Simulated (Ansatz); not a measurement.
# Ga2SnO2: the cost of one run

Method: DFT PBE, scalar-relativistic, plane waves, PAW, in Ansatz 0.2.0.

## Step 1: The starting structure

Symmetry: P6_3/mmc, No. 194, hexagonal system. The conventional cell has a = 3.174 Å, b = 3.174 Å, c = 19.060 Å, α = 90.00°, β = 90.00°, γ = 120.00°. Ga (site symmetry 3m) is surrounded by 3 O at 1.96 Å. Around Sn (site symmetry -6m2) lie 6 Ga at 3.17 Å and 6 Sn at 3.17 Å. O (site symmetry 3m) has 3 Ga at 1.96 Å as nearest neighbours.

Structure file:

```cif
data_structure
_symmetry_space_group_name_H-M 'P 1'
_symmetry_Int_Tables_number 1
_cell_length_a 3.1743
_cell_length_b 3.1743
_cell_length_c 19.0604
_cell_angle_alpha 90.000
_cell_angle_beta 90.000
_cell_angle_gamma 120.000
_cell_volume 166.32
loop_
_atom_site_label
_atom_site_type_symbol
_atom_site_fract_x
_atom_site_fract_y
_atom_site_fract_z
_atom_site_occupancy
Ga1 Ga 0.66667 0.33333 0.38555 1
Ga2 Ga 0.66667 0.33333 0.11445 1
Ga3 Ga 0.33333 0.66667 0.88555 1
Ga4 Ga 0.33333 0.66667 0.61445 1
Sn1 Sn 0.00000 0.00000 0.75000 1
Sn2 Sn 0.00000 0.00000 0.25000 1
O1 O 0.66667 0.33333 0.57848 1
O2 O 0.66667 0.33333 0.92152 1
O3 O 0.33333 0.66667 0.42152 1
O4 O 0.33333 0.66667 0.07848 1
```

It is the end of an earlier relaxation with the same method, from an invented guess; it needn't be the stable form of this composition. At a tolerance of 0.05 Å it has space group P6_3/mmc (No. 194); it has 16.63 Å³/atom, an uncorrected energy of -0.97 eV/atom over the elements.

## Step 2: Electronic structure at the relaxed geometry

input.yaml

```yaml
crystal:
  lattice:
    - [3.1742632295, 0.0, 0.0]
    - [-1.5871316147, 2.7489925951, 0.0]
    - [0.0, 0.0, 19.0603675182]
  atoms:
    - { symbol: Ga, position: [0.6666666667, 0.3333333333, 0.3855484233] }
    - { symbol: Ga, position: [0.6666666667, 0.3333333333, 0.1144515767] }
    - { symbol: Ga, position: [0.3333333333, 0.6666666667, 0.8855484233] }
    - { symbol: Ga, position: [0.3333333333, 0.6666666667, 0.6144515767] }
    - { symbol: Sn, position: [0.0, 0.0, 0.75] }
    - { symbol: Sn, position: [0.0, 0.0, 0.25] }
    - { symbol: O, position: [0.6666666667, 0.3333333333, 0.5784785622] }
    - { symbol: O, position: [0.6666666667, 0.3333333333, 0.9215214378] }
    - { symbol: O, position: [0.3333333333, 0.6666666667, 0.4215214378] }
    - { symbol: O, position: [0.3333333333, 0.6666666667, 0.0784785622] }
basis:
  ecutwfc: 420
kpoints:
  mp_grid: { grid: [12, 12, 2] }
  band_path:
    path:
      - [[0.0, 0.0, 0.0], [0.5, 0.0, 0.0], [0.33333333, 0.33333333, 0.0], [0.0, 0.0, 0.0], [0.0, 0.0, 0.5], [0.5, 0.0, 0.5], [0.33333333, 0.33333333, 0.5], [0.0, 0.0, 0.5]]
      - [[0.5, 0.0, 0.5], [0.5, 0.0, 0.0]]
      - [[0.33333333, 0.33333333, 0.5], [0.33333333, 0.33333333, 0.0]]
    npoints: 14
hamiltonian:
  xc: pbe
scf:
  occupations: { method: gaussian, width: 0.1 }
  n_extra_bands: 25
output:
  forces: true
  stress: true
  eigenvalues: true
  populations: true
  dos: { projected: true, de: 0.02, nscf_kmesh: { grid: [15, 15, 3] } }
  bader: true
```

Launch:

```
ansatz run input.yaml --threads 1 --pin off --max-ram 2560MiB --backend cpu --events-out ev --progress --plain --runs-dir out
```

**Question.** How long does this run take on 1 thread of Arm Neoverse V1, shared host, and how much memory does it need?

About 2.8 min, with a peak of 1.1 GiB.
